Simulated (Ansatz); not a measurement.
# CH5ClOSn: up Jacob's ladder to CCSD(T)

Aim: compute CH5ClOSn with functionals from several rungs and with coupled cluster. The yardstick is the atomisation energy at the CCSD(T) limit.

The runs use Ansatz 0.2.0, Gaussian basis; functionals in def2-TZVPP, the program's frozen cores in correlated methods.

The runs, in order: PBE-D4, r2SCAN-D4, PBE0-D4, B3LYP-D4, ωB97X-V, ωB97M-V, B2PLYP; CCSD(T)/def2-TZVPP; MP2/def2-QZVPP; extrapolation to the limit.

**1. The geometry**

An earlier PBE0-D4/def2-TZVP relaxation fixed the geometry. Sn takes the def2 core potential; no spin-orbit term is included.

9 atoms, charge 0, spin multiplicity 1.

Atoms are counted from 1 here; the program's logs count them from 0.

Bond lengths: O1–C2 1.412 Å, O1–H5 0.961 Å, C2–Sn3 2.153 Å, C2–H6 1.097 Å, C2–H7 1.096 Å, Sn3–Cl4 2.342 Å, Sn3–H8 1.700 Å, Sn3–H9 1.707 Å. Angles: C2–O1–H5 108.9°, O1–C2–Sn3 107.3°, O1–C2–H6 112.4°, O1–C2–H7 112.7°, Sn3–C2–H6 109.0°, Sn3–C2–H7 106.9°, H6–C2–H7 108.5°, C2–Sn3–Cl4 105.8°, C2–Sn3–H8 113.0°, C2–Sn3–H9 113.0°, Cl4–Sn3–H8 106.2°, Cl4–Sn3–H9 105.0°, H8–Sn3–H9 113.0°.

**2. PBE-D4 (GGA)**

Input file in.yaml:

```yaml
crystal:
  periodic: [false, false, false]
  atoms:
    - {symbol: O, position_ang: [0.556234, 0.779062, -1.496781]}
    - {symbol: C, position_ang: [0.025478, 0.898750, -0.194256]}
    - {symbol: Sn, position_ang: [0.082406, -1.057825, 0.701377]}
    - {symbol: Cl, position_ang: [-2.046192, -1.974685, 0.365083]}
    - {symbol: H, position_ang: [0.433525, 1.611932, -1.960311]}
    - {symbol: H, position_ang: [0.601929, 1.593302, 0.429687]}
    - {symbol: H, position_ang: [-1.022608, 1.219159, -0.192738]}
    - {symbol: H, position_ang: [1.178808, -2.107022, -0.065507]}
    - {symbol: H, position_ang: [0.279018, -1.008874, 2.396347]}
basis:
  gaussian: {orbitals: def2-TZVPP}
hamiltonian: {xc: pbe, dispersion: d4}
output: {forces: true, orbitals: {seedname: orbitals}}
```

The run is started by

```console
$ ansatz run in.yaml --threads 4 --pin off --events-out ev --progress --plain --max-ram 10444MiB
```

Further steps of the session: r2SCAN-D4 (meta-GGA); PBE0-D4 (hybrid); B3LYP-D4 (hybrid); ωB97X-V (range-separated); ωB97M-V (range-separated); B2PLYP (double hybrid); CCSD(T) in def2-TZVPP; MP2 in def2-QZVPP.

**Question.** What will the summary of the whole plan be? Wanted: atomisation energy, CCSD(T)/CBS; farthest; mean size of error, hybrid; mean size of error, range-separated; gap, smallest and largest; T1 diagnostic; triples share of the correlation energy.

The runs gave:

| quantity | value |
| --- | --- |
| atomisation energy, CCSD(T)/CBS | 29.185 eV |
| functionals within 0.292 eV (1.0 %) | PBE-D4, r2SCAN-D4, ωB97X-V, ωB97M-V |
| farthest | B2PLYP (-0.744 eV) |
| mean size of error, hybrid | 0.410 eV |
| mean size of error, range-separated | 0.114 eV |
| gap, smallest and largest | 5.31 eV (PBE-D4), 11.79 eV (ωB97X-V) |
| T1 diagnostic | 0.0113 |
| triples share of the correlation energy | 3.4 % |

PBE-D4 is off by +0.141 eV, about 0.018 eV a bond. Double hybrids carry the basis error of their MP2 part in triple zeta, and no dispersion term here, so their miss is partly the set-up's. Misses under about 0.292 eV are within the doubt on the reference itself, which lacks core-valence correlation, spin-orbit coupling and higher excitations, and its outer-core shells are covered unevenly. All levels share the lack of spin-orbit coupling, which lowers the free heavy atoms and so the true binding. Hartree-Fock recovers 69 % of the binding; the rest is correlation. Orbital gaps span 5.3 to 11.8 eV; exact exchange widens them. Correlated methods include outer-core shells of Sn, which these sets cover unevenly.
